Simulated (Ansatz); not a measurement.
# Si3AsF: the cost of one run

Method: DFT PBE, scalar-relativistic, plane waves, PAW, in Ansatz 0.2.0.

### 1 Starting point

It takes space group P6/mmm (No. 191, hexagonal). Conventional cell: a = 4.192 Å, b = 4.192 Å, c = 5.379 Å, α = 90.00°, β = 90.00°, γ = 120.00°. Si (site symmetry mmm) has 4 Si at 2.10 Å and 2 As at 2.10 Å as nearest neighbours. Around As (site symmetry 6/mmm) lie 6 Si at 2.10 Å. Around F (site symmetry 6/mmm) lie 2 As at 2.69 Å.

As a file:

```xyz
5
Lattice="4.1923 0.0000 0.0000 -2.0962 3.6307 0.0000 0.0000 0.0000 5.3787" Properties=species:S:1:pos:R:3 pbc="T T T"
Si    2.0962    0.0000    0.0000
Si   -1.0481    1.8153    0.0000
Si    1.0481    1.8153    0.0000
As    0.0000    0.0000    0.0000
F     0.0000    0.0000    2.6894
```

Recipe of the guess: random cell by space group and Wyckoff sites (P6/mmm, No. 191). Lengths come from tabulated atomic sizes and are only a guess.

### 2 The guess as it stands, on a coarse mesh

Contents of input.yaml:

```yaml
crystal:
  lattice:
    - [4.19232672, 0.0, 0.0]
    - [-2.09616336, 3.63066144, 0.0]
    - [0.0, 0.0, 5.37870891]
  atoms:
    - { symbol: Si, position: [0.5, 0.0, 0.0] }
    - { symbol: Si, position: [0.0, 0.5, 0.0] }
    - { symbol: Si, position: [0.5, 0.5, 0.0] }
    - { symbol: As, position: [0.0, 0.0, 0.0] }
    - { symbol: F, position: [0.0, 0.0, 0.5] }
basis:
  ecutwfc: 420
kpoints:
  mp_grid: { grid: [6, 6, 4] }
hamiltonian:
  xc: pbe
scf:
  occupations: { method: gaussian, width: 0.1 }
  lower_state_search: "off"
output:
  forces: true
  stress: true
  eigenvalues: true
```

Started as:

```console
$ ansatz run input.yaml --threads 1 --pin off --max-ram 2560MiB --backend cpu --events-out ev --progress --plain --runs-dir out
```

**Question.** How long does this run take on 1 thread of Intel Xeon at 2.70GHz, shared host, and how much memory does it need?

About 2.9 s, with a peak of 0.38 GiB.
